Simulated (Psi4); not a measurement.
# SnSiH6 (SMILES [H][Sn]([H])([H])[SiH3]) at SVWN5/def2-SVP (core potential)

What is the energy change on altering one bond length of SnSiH6 at SVWN5/def2-SVP (core potential)? 

Program for the calculation: Psi4 1.11.

5 further runs of the same task are left out: 3 that didn't finish, 2 set aside as unsound or not needed.

## (1) The system as given

SnSiH6: 8 atoms, total charge 0, spin state singlet. As SMILES, `[H][Sn]([H])([H])[SiH3]`. Geometry: a GFN2-xTB relaxation, a rough one for these elements and not checked as a minimum.

Bond lengths: Sn1–Si2 2.512 Å, Si2–H3 1.455 Å, Si2–H4 1.455 Å, Si2–H5 1.455 Å, Sn1–H6 1.672 Å, Sn1–H7 1.672 Å, Sn1–H8 1.672 Å. Some angles: Sn1–Si2–H3 108.6°, Sn1–Si2–H4 108.6°, Sn1–Si2–H5 108.6°, Si2–Sn1–H6 116.0°, Si2–Sn1–H7 116.0°, Si2–Sn1–H8 116.0°, H3–Si2–H4 110.3°, H3–Si2–H5 110.3°, H4–Si2–H5 110.3°, H6–Sn1–H7 102.2°.

## (2) Energy and gradient at SVWN5/def2-SVP (core potential)

calc.inp reads:

```
memory 1.6 GB

molecule molecule1 {
  Sn    -0.00589595     0.01398397    -2.18223683
  Si     0.00685971    -0.01638393     2.56511424
  H      1.51610837     2.10407776     3.45132020
  H      1.09698602    -2.38986104     3.42410815
  H     -2.58539100     0.21992633     3.45052652
  H      2.82958141    -0.01215094    -3.57744053
  H     -1.39881307     2.49906831    -3.55020957
  H     -1.45943549    -2.41864157    -3.58116329
  units bohr
  symmetry c1
}

set basis def2-SVP
set reference rks
set puream true
set e_convergence 1e-09
set d_convergence 1e-08
set scf_type pk
set dft_radial_points 99
set dft_spherical_points 590

e_tot, wfn = gradient("scf", dft_functional={"name": "SVWN5", "x_functionals": {"LDA_X": {}}, "c_functionals": {"LDA_C_VWN": {}}}, return_wfn=True)
oeprop(wfn, "DIPOLE", "MULLIKEN_CHARGES", "MAYER_INDICES", title="SCF")
```

Launch:

```sh
$ psi4 calc.inp calc.out -n 1
```

calc.out:

```text
[...]
    !!!  WARNING: ECP capability is in beta. Please check occupations closely.  !!!
[...]
  Running in c1 symmetry.
[...]
  Nuclear repulsion =  120.307017172093637
[...]
  Multiplicity = 1
[...]
  Nalpha       = 21
  Nbeta        = 21
[...]
    Number of basis functions: 74
[...]
   @RKS iter   1:  -505.56114926775319   -1.11060e+00   5.59446e-03 ADIIS/DIIS
[...]
   @RKS iter  10:  -505.70259443057887   -6.25278e-12   3.15570e-09 DIIS
[...]
    Orbital Energies [Eh]
    ---------------------
    Doubly Occupied:
       1A    -65.102736     2A     -5.029603     3A     -4.869120
       4A     -3.473900     5A     -3.472779     6A     -3.472779
       7A     -3.252467     8A     -3.252164     9A     -3.252164
      10A     -0.929130    11A     -0.929129    12A     -0.926016
      13A     -0.922930    14A     -0.922930    15A     -0.517168
      16A     -0.458117    17A     -0.328590    18A     -0.328586
      19A     -0.279695    20A     -0.279689    21A     -0.266661
[...]
  @RKS Final Energy:  -505.70259443057887
   => Energetics <=
    Nuclear Repulsion Energy =            120.3070171720936372
    One-Electron Energy =               -1020.5069057777524222
    Two-Electron Energy =                 434.0360897861471017
    DFT Exchange-Correlation Energy =     -39.5387956110671865
    Empirical Dispersion Energy =           0.0000000000000000
    VV10 Nonlocal Energy =                  0.0000000000000000
    Total Energy =                       -505.7025944305788698
[...]
  -Total Gradient:
     Atom            X                  Y                   Z
    ------   -----------------  -----------------  -----------------
       1        0.000000655050     0.000011044864    -0.000364325631
       2        0.000043826191    -0.000106574656     0.016789526138
       3       -0.009751152344    -0.013750216702    -0.007039271707
       4       -0.007097699046     0.015367582333    -0.006855379958
       5        0.016793478236    -0.001488891571    -0.007030175653
       6       -0.014533332407     0.000202334355     0.001539873507
       7        0.007090778181    -0.012702104169     0.001399985323
       8        0.007453259817     0.012467129509     0.001559287316
[...]
 Multipole Moments:
 ------------------------------------------------------------------------------------
     Multipole            Electronic (a.u.)      Nuclear  (a.u.)        Total (a.u.)
 ------------------------------------------------------------------------------------
 L = 1.  Multiply by 2.5417464519 to convert [e a0] to [Debye]
 Dipole X            :         -0.1053079            0.1061548            0.0008469
 Dipole Y            :          0.2503626           -0.2524072           -0.0020447
 Dipole Z            :        -39.1113483           39.4381363            0.3267880
 Magnitude           :                                                    0.3267955
[...]
  Mulliken Charges: (a.u.)
   Center  Symbol    Alpha    Beta     Spin     Total
       1    SN    10.97968 10.97968  0.00000  0.04064
       2    SI     6.97490  6.97490  0.00000  0.05021
       3     H     0.50232  0.50232  0.00000 -0.00464
       4     H     0.50232  0.50232  0.00000 -0.00463
       5     H     0.50232  0.50232  0.00000 -0.00463
       6     H     0.51282  0.51282  0.00000 -0.02565
       7     H     0.51282  0.51282  0.00000 -0.02564
       8     H     0.51283  0.51283  0.00000 -0.02565
   Total alpha = 21.00000, Total beta = 21.00000, Total charge =  0.00000
[...]
```

It took 20 s on 1 thread of AMD EPYC 7R43 (Zen 3), shared host; peak memory 0.48 GiB.

## (3) The distorted shape: the energy at SVWN5/def2-SVP (core potential)

job.in reads:

```
memory 1600 MB

molecule system {
  0 1
  Sn     0.365429    -0.650123    -0.792841
  Si     0.372179    -0.666193     1.719349
  H      1.170839     0.455907     2.188309
  H      0.949049    -1.922183     2.173909
  H     -0.999581    -0.541143     2.187889
  H      1.865899    -0.663953    -1.531151
  H     -0.740220     1.322450    -1.878690
  H     -0.403751    -1.937413    -1.533121
  units angstrom
  symmetry c1
}

set basis def2-SVP
set puream true
set e_convergence 1e-09
set d_convergence 1e-08
set scf_type pk
set dft_radial_points 99
set dft_spherical_points 590

result, w = energy('scf', dft_functional={"name": "SVWN5", "x_functionals": {"LDA_X": {}}, "c_functionals": {"LDA_C_VWN": {}}}, return_wfn=True)
print_variables()
```

Launch:

```sh
$ psi4 job.in job.out -n 1
```

job.out:

```text
[...]
    !!!  WARNING: ECP capability is in beta. Please check occupations closely.  !!!
[...]
  Running in c1 symmetry.
[...]
  Nuclear repulsion =  117.521861567163398
[...]
  Multiplicity = 1
[...]
  Nalpha       = 21
  Nbeta        = 21
[...]
    Number of basis functions: 74
[...]
   @RKS iter   1:  -505.43327567043644   -1.07598e+00   6.41325e-03 DIIS/ADIIS
[...]
   @RKS iter  12:  -505.64478079867246   -5.51381e-12   2.32640e-09 DIIS
[...]
    Orbital Energies [Eh]
    ---------------------
    Doubly Occupied:
       1A    -65.111375     2A     -5.038366     3A     -4.884893
       4A     -3.482897     5A     -3.481465     6A     -3.481365
       7A     -3.269496     8A     -3.267136     9A     -3.266905
      10A     -0.943317    11A     -0.941295    12A     -0.939897
      13A     -0.938015    14A     -0.937515    15A     -0.522907
      16A     -0.454300    17A     -0.335426    18A     -0.335063
      19A     -0.289285    20A     -0.277314    21A     -0.231291
[...]
  @RKS Final Energy:  -505.64478079867246
   => Energetics <=
    Nuclear Repulsion Energy =            117.5218615671633984
    One-Electron Energy =               -1014.5649585854207544
    Two-Electron Energy =                 430.8347195763403192
    DFT Exchange-Correlation Energy =     -39.4364033567553705
    Empirical Dispersion Energy =           0.0000000000000000
    VV10 Nonlocal Energy =                  0.0000000000000000
    Total Energy =                       -505.6447807986724570
[...]
 Multipole Moments:
 ------------------------------------------------------------------------------------
     Multipole            Electronic (a.u.)      Nuclear  (a.u.)        Total (a.u.)
 ------------------------------------------------------------------------------------
 L = 1.  Multiply by 2.5417464519 to convert [e a0] to [Debye]
 Dipole X            :          0.6391818           -0.3987810            0.2404008
 Dipole Y            :         -1.0800431            0.6484413           -0.4316017
 Dipole Z            :        -38.3316901           38.9422431            0.6105529
 Magnitude           :                                                    0.7853964
[...]
```

Wall time 13 s (1 thread of AMD EPYC 7R43 (Zen 3), shared host); peak memory 0.48 GiB.

## (4) Results

At SVWN5/def2-SVP (core potential):

| quantity | value |
| --- | --- |
| first shape: total energy | -505.70259 Eh |
| first shape: dipole moment | 0.83 D |
| first shape: HOMO energy | -7.26 eV |
| first shape: LUMO energy | -0.70 eV |
| first shape: HOMO–LUMO gap | 6.56 eV |
| first shape: largest force on an atom | 0.939 eV/Å |
| distorted shape: total energy | -505.64478 Eh |
| distorted shape: dipole moment | 2.00 D |
| distorted shape: HOMO energy | -6.29 eV |
| distorted shape: LUMO energy | -2.81 eV |
| distorted shape: HOMO–LUMO gap | 3.48 eV |
| energy change with the Sn1–H7 bond stretched from 1.672 to 2.508 Å | 1.573 eV |

**Reading.** One bond (distorted shape) is far stretched, which a spin-restricted single reference describes badly; a broken-symmetry solution may lie lower. With the Sn1–H7 bond stretched from 1.672 to 2.508 Å the energy rises by 1.57 eV (36 kcal/mol). The first shape isn't relaxed at this level, so the change isn't measured from a minimum. A restricted reference can't describe the breaking bond well at this length. The largest force (first shape) is 0.94 eV/Å: the shape isn't a stationary point for this species at this level.
